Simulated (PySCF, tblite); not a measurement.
# C₃H₆BF₃Si: geometry, infrared bands and NMR shifts

Aim: predict the infrared bands and NMR shifts of C₃H₆BF₃Si (`B[C@@H]1[SiH2][C@]1(F)C(F)F`).

Programs: tblite 0.8.0 and PySCF 2.14.0, with density-fitted response routines of our own. Each step states its level of theory. These are calculated values for one molecule in the gas phase, unless marked as measured. Atoms are numbered from 0 throughout.

## (1) The starting structure

14 atoms, charge 0, multiplicity 1; geometry from: force field or distance geometry start.

Bonds of the start (Å): B0–C1 1.59, C1–Si2 1.85, Si2–C3 1.84, C3–F4 1.40, C3–C5 1.50, C5–F6 1.40, C5–F7 1.37, C3–C1 1.48, B0–H8 1.20, B0–H9 1.20, C1–H10 1.11, Si2–H11 1.47, Si2–H12 1.47, C5–H13 1.10.

## (2) Relaxing the molecule with GFN2-xTB

What the job is given:

```
{"job": {"kind": "relax", "xc": "GFN2-xTB", "basis": "xTB"}, "charge": 0, "multiplicity": 1}
B      1.911600    -0.198100     0.371100
C      0.666300    -0.735000    -0.457300
Si    -0.158600     0.585900    -1.454500
C     -0.740600    -0.484300    -0.071400
F     -1.644300    -1.508000    -0.367600
C     -1.127300     0.243300     1.178300
F     -0.623400    -0.422400     2.301400
F     -2.499500     0.212600     1.253600
H      3.007200    -0.352700    -0.088100
H      1.794400     0.829200     0.978400
H      0.850300    -1.720300    -0.938300
H     -0.701800     0.243800    -2.781900
H      0.091800     1.999100    -1.135800
H     -0.826600     1.306400     1.189900
```

Run with:

```sh
$ OMP_NUM_THREADS=1 python probes_run.py task.json out
```

One launch serves the whole session: the jobs run in the order shown.

Output:

```text
step      E/eV     max force
  0    -722.83212    3.496
  1    -723.10322    1.328
  2    -723.18334    0.970
  3    -723.25329    0.546
  4    -723.28055    0.504
  5    -723.30227    0.373
  6    -723.31204    0.279
  7    -723.32047    0.234
  8    -723.32639    0.248
  9    -723.33380    0.225
 10    -723.34227    0.280
 11    -723.35101    0.238
 12    -723.35753    0.164
 13    -723.36159    0.161
 14    -723.36500    0.200
 15    -723.36973    0.203
 16    -723.37536    0.231
 17    -723.38020    0.186
 18    -723.38341    0.122
 19    -723.38566    0.128
 20    -723.38770    0.129
 21    -723.38979    0.126
 22    -723.39178    0.111
 23    -723.39388    0.126
 24    -723.39636    0.139
 25    -723.39898    0.150
 26    -723.40121    0.117
 27    -723.40294    0.094
 28    -723.40429    0.098
 29    -723.40541    0.086
 30    -723.40619    0.068
 31    -723.40659    0.047
 32    -723.40688    0.047
 33    -723.40728    0.052
 34    -723.40792    0.078
 35    -723.40870    0.081
 36    -723.40939    0.052
 37    -723.40992    0.057
 38    -723.41044    0.058
 39    -723.41112    0.074
 40    -723.41190    0.078
 41    -723.41253    0.055
 42    -723.41293    0.045
 43    -723.41322    0.050
 44    -723.41352    0.048
 45    -723.41382    0.048
 46    -723.41406    0.047
 47    -723.41423    0.036
 48    -723.41436    0.026
 49    -723.41449    0.029
 50    -723.41475    0.036
 51    -723.41499    0.042
 52    -723.41528    0.042
 53    -723.41555    0.034
 54    -723.41580    0.039
 55    -723.41605    0.040
 56    -723.41637    0.043
 57    -723.41671    0.043
 58    -723.41703    0.044
 59    -723.41732    0.044
 60    -723.41762    0.044
 61    -723.41795    0.051
 62    -723.41824    0.041
 63    -723.41845    0.060
 64    -723.41865    0.043
 65    -723.41881    0.029
 66    -723.41895    0.016
 67    -723.41901    0.019
 68    -723.41906    0.018
 69    -723.41911    0.017
 70    -723.41915    0.016
 71    -723.41918    0.013
 72    -723.41920    0.015
 73    -723.41924    0.016
 74    -723.41927    0.018
 75    -723.41930    0.018
 76    -723.41933    0.019
 77    -723.41938    0.019
 78    -723.41944    0.023
 79    -723.41951    0.018
 80    -723.41956    0.012
 81    -723.41958    0.008
```

Wall time 0.83 s (1 thread of Arm Neoverse N1, shared host); peak memory 0.18 GiB.

Step by step: (not every step is listed)

```csv
step,energy from step 0 (eV),largest force (eV/Å)
0,0.0000,3.4957
1,-0.2711,1.3282
2,-0.3512,0.9700
3,-0.4212,0.5455
4,-0.4484,0.5042
5,-0.4701,0.3727
6,-0.4799,0.2794
7,-0.4883,0.2337
8,-0.4943,0.2484
14,-0.5329,0.2000
20,-0.5556,0.1287
26,-0.5691,0.1168
32,-0.5748,0.0469
38,-0.5783,0.0585
44,-0.5814,0.0479
50,-0.5826,0.0365
56,-0.5842,0.0433
62,-0.5861,0.0410
68,-0.5869,0.0182
74,-0.5871,0.0179
76,-0.5872,0.0185
77,-0.5873,0.0187
78,-0.5873,0.0230
79,-0.5874,0.0184
80,-0.5874,0.0122
81,-0.5875,0.0084
```

Distances of close pairs at the start and the end, largest changes first:

| bond | before (Å) | after (Å) | change (Å) |
| --- | --- | --- | --- |
| C1–Si2 | 1.849 | 1.931 | +0.081 |
| B0–C1 | 1.589 | 1.526 | -0.063 |
| C1–C3 | 1.480 | 1.535 | +0.055 |
| Si2–C3 | 1.843 | 1.893 | +0.049 |
| C5–F6 | 1.399 | 1.354 | -0.045 |
| B0–H9 | 1.199 | 1.170 | -0.029 |
| B0–H8 | 1.198 | 1.169 | -0.029 |
| Si2–H11 | 1.474 | 1.448 | -0.026 |

The next job starts from the end point, and lists it.

## (3) Infrared spectrum with GFN2-xTB

What the job is given:

```
{"job": {"kind": "ir", "xc": "GFN2-xTB", "basis": "xTB"}, "charge": 0, "multiplicity": 1}
B      1.925764    -0.029263     0.291104
C      0.725503    -0.604705    -0.455660
Si    -0.269207     0.598990    -1.591076
C     -0.753935    -0.435565    -0.082222
F     -1.490694    -1.578550    -0.317056
C     -1.113368     0.171628     1.243346
F     -1.045287    -0.718520     2.261761
F     -2.389783     0.643321     1.242380
H      2.994974    -0.402253     0.001083
H      1.807269     0.804426     1.103483
H      0.873227    -1.562125    -0.947819
H     -0.696143     0.070218    -2.870090
H     -0.116763     2.025982    -1.385869
H     -0.452234     1.015942     1.484469
```

Output:

```text
mode    cm-1     km/mol
  1      37.7      0.96
  2     102.9      1.21
  3     142.6      1.57
  4     191.6      0.84
  5     230.4      2.69
  6     253.2      3.03
  7     268.0      2.36
  8     340.1     16.79
  9     378.4      8.28
 10     450.1     31.91
 11     461.4      8.58
 12     481.3     50.67
 13     518.3    124.32
 14     541.8      8.54
 15     650.2     23.65
 16     707.1    165.52
 17     762.0     43.05
 18     800.3      3.57
 19     820.0    157.81
 20     876.2     53.20
 21     933.6     46.15
 22    1009.4    166.58
 23    1041.7     82.88
 24    1057.0      2.70
 25    1102.0     98.23
 26    1186.7     36.49
 27    1206.6     41.41
 28    1263.7     19.16
 29    1274.9     55.22
 30    1309.7    104.17
 31    2390.3    108.92
 32    2411.0    321.53
 33    2635.6    123.31
 34    2669.3    135.94
 35    2918.6     29.17
 36    3014.8     10.66
```

Run time: 0.74 s. Hardware: 1 thread of Arm Neoverse N1, shared host; peak memory 0.18 GiB.

The strongest bands and the atoms that carry them (share of the mass-weighted mode):

| cm⁻¹ | km/mol | atoms |
| --- | --- | --- |
| 518 | 124.3 | H12 51 %, H11 37 % |
| 707 | 165.5 | H12 45 %, H11 41 % |
| 820 | 157.8 | H9 34 %, H8 31 %, B0 25 % |
| 1009 | 166.6 | C5 64 %, F6 17 %, F7 14 % |
| 2390 | 108.9 | H12 81 %, H11 17 % |
| 2411 | 321.5 | H11 80 %, H12 16 % |
| 2636 | 123.3 | H9 70 %, H8 25 % |
| 2669 | 135.9 | H8 67 %, H9 22 %, B0 11 % |

## (4) NMR shieldings: PBE0/pcSseg-1

Settings changed since step 3:

```diff
@@ -1,2 +1,2 @@
-{"job": {"kind": "ir", "xc": "GFN2-xTB", "basis": "xTB"}, "charge": 0, "multiplicity": 1}
+{"job": {"kind": "nmr", "xc": "PBE0", "basis": "pcSseg-1"}, "charge": 0, "multiplicity": 1}
 B      1.925764    -0.029263     0.291104
```

Method: GIAO PBE0/pcSseg-1 NMR shielding, non-relativistic, gas phase.

Output:

```text
coarse grid: 12952 points
cycle   1  E = -730.9108238237  dE =  9.948e-01  |g| = 8.205e-01  |ddm| = 3.343e+00
cycle   2  E = -730.7837598064  dE =  1.271e-01  |g| = 1.232e+00  |ddm| = 1.397e+00
cycle   3  E = -731.0324675145  dE = -2.487e-01  |g| = 7.122e-02  |ddm| = 8.673e-01
cycle   4  E = -731.0330335712  dE = -5.661e-04  |g| = 4.864e-02  |ddm| = 1.087e-01
cycle   5  E = -731.0335909080  dE = -5.573e-04  |g| = 9.427e-03  |ddm| = 5.180e-02
cycle   6  E = -731.0336100902  dE = -1.918e-05  |g| = 2.755e-03  |ddm| = 1.160e-02
cycle   7  E = -731.0336118253  dE = -1.735e-06  |g| = 5.654e-04  |ddm| = 2.883e-03
final grid: 123808 points
cycle   8  E = -731.0980490011  dE = -5.033e-05  |g| = 7.876e-03  |ddm| = 2.798e-02
cycle   9  E = -731.0980322121  dE =  1.679e-05  |g| = 1.228e-02  |ddm| = 1.634e-02
cycle  10  E = -731.0980628454  dE = -3.063e-05  |g| = 8.365e-04  |ddm| = 9.622e-03
cycle  11  E = -731.0980629743  dE = -1.289e-07  |g| = 3.049e-04  |ddm| = 8.803e-04
cycle  12  E = -731.0980629903  dE = -1.603e-08  |g| = 9.351e-05  |ddm| = 2.476e-04
cycle  13  E = -731.0980629917  dE = -1.415e-09  |g| = 2.242e-05  |ddm| = 8.167e-05
cycle  14  E = -731.0980629918  dE = -8.436e-11  |g| = 6.052e-06  |ddm| = 2.552e-05
converged SCF energy = -731.0980629918

GIAO shielding tensors (ppm)
atom      isotropic    diamagn.    paramagn.     s11        s22        s33       span
  0 B       31.079     192.113    -161.034    -35.050     -6.987    135.274    170.324
  1 C      146.564     260.483    -113.919    101.263    147.963    190.467     89.204
  2 Si     475.143     880.942    -405.799    384.155    407.925    633.350    249.195
  3 C       92.222     247.294    -155.072     45.958     78.354    152.355    106.396
  4 F      394.839     472.576     -77.736    337.569    403.252    443.698    106.129
  5 C       64.263     241.054    -176.791     38.400     68.772     85.617     47.217
  6 F      320.721     469.891    -149.169    209.885    343.564    408.715    198.829
  7 F      312.825     469.937    -157.112    177.762    338.333    422.381    244.619
  8 H       24.591      29.204      -4.613     19.404     26.919     27.449      8.045
  9 H       25.206      30.233      -5.027     18.154     27.588     29.877     11.723
 10 H       28.762      31.478      -2.716     24.717     26.557     35.013     10.296
 11 H       28.214      29.552      -1.338     23.481     25.810     35.351     11.871
 12 H       28.599      29.755      -1.157     23.939     25.968     35.888     11.949
 13 H       25.431      29.740      -4.309     23.054     25.063     28.176      5.121
```

Run time: 45 s. Hardware: 1 thread of Arm Neoverse N1, shared host; peak memory 0.78 GiB.

Shifts follow as δ = σ(reference) − σ, with reference shieldings (ppm) from runs at the same level and on the same kind of geometry: ¹H TMS 31.72, ¹³C TMS 186.9, ²⁹Si TMS 349.2, ¹⁹F CFCl3 170.9, ¹¹B BF3·OEt2 100.1. The references are single molecules in the gas phase, so shifts against H2O, NH3, PH3, H3PO4 or CFCl3 are not on the usual liquid scales and can be off by tens of ppm. Atoms listed in one row are averaged.

```csv
atoms,environment,σ (ppm),δ (ppm),δ scaled to CDCl3
C5,sp3 CH bonded to 2 F,64.3,122.7,117.8
C3,three-membered-ring carbon bearing a halogen,92.2,94.7,90.5
C1,three-membered-ring carbon,146.6,40.4,37.5
"H8, H9",hydrogen on a boron bonded to C,24.90,6.82,–
H13,hydrogen on an sp3 CH bonded to 2 F,25.43,6.29,6.03
H11,"hydrogen on a silicon bonded to 2 C, in a 3-membered ring",28.21,3.50,–
H12,"hydrogen on a silicon bonded to 2 C, in a 3-membered ring",28.60,3.12,–
H10,hydrogen on a three-membered-ring carbon,28.76,2.95,2.89
B0,"boron bonded to C, 2 H",31.1,69.0,–
Si2,"silicon bonded to 2 C, 2 H, in a 3-membered ring",475.1,-126.0,–
F7,fluorine of a CF2 group,312.8,-141.9,–
F6,fluorine of a CF2 group,320.7,-149.8,–
F4,fluorine on an sp3 carbon,394.8,-223.9,–
```

The scaled column applies a straight-line fit of computed shieldings to shifts measured in CDCl3, and one for carbons that bear F (root-mean-square error 0.16 ppm for H, 1.9 ppm for C).

Charges from the same density, by scheme (e):

```csv
atoms,Mulliken,IAO,Hirshfeld,ESP fit
B0,0.20,-0.01,0.11,0.28
C1,-0.63,-0.47,-0.18,-0.32
Si2,0.50,0.67,0.35,0.19
C3,0.01,0.06,0.00,0.02
F4,-0.30,-0.30,-0.10,-0.17
C5,0.60,0.44,0.13,0.40
F6,-0.30,-0.29,-0.10,-0.20
F7,-0.30,-0.30,-0.12,-0.25
```

Mayer bond orders: B0–C1 1.06, C1–Si2 0.83, Si2–C3 0.88, C3–F4 0.89, C3–C5 0.94, C5–F6 0.97, C5–F7 0.94, C3–C1 0.82.

Ring of atoms C1, Si2, C3: NICS(0) -23.9, NICS(1) -7.2, NICS(1)zz -14.5 ppm (means of both faces; NICS(1) differs between them: -8.4 and -6.1).

The two faces differ (NICS(1)zz -11.4 and -17.6 ppm).

In rings of three or four atoms NICS is ruled by the nearby σ bonds, so it says little on aromaticity.

## (5) Results

```
                                                              quantity                             value
                             strongest single infrared mode (GFN2-xTB)             2411 cm⁻¹, 322 km/mol
                                          zero-point energy (GFN2-xTB)                     52.1 kcal/mol
                                ¹³C shifts against TMS (PBE0/pcSseg-1)             122.7, 94.7, 40.4 ppm
¹H shifts against TMS (PBE0/pcSseg-1, means over atoms taken as alike)  6.82, 6.29, 3.50, 3.12, 2.95 ppm
                           ¹¹B shifts against BF3·OEt2 (PBE0/pcSseg-1)                          69.0 ppm
                               ²⁹Si shifts against TMS (PBE0/pcSseg-1)                        -126.0 ppm
                              ¹⁹F shifts against CFCl3 (PBE0/pcSseg-1)        -141.9, -149.8, -223.9 ppm
```

In words: Relaxing lowered the energy by 0.587 eV in 81 steps; the close pair that moved most is C1–Si2, from 1.849 to 1.931 Å. All 36 modes are real, so the xTB geometry is a minimum. The strongest single mode, at 2411 cm⁻¹, moves mainly H11. GFN2-xTB is a fitted tight-binding method: band positions and strengths are rough. Its intensities can rank the bands wrongly.
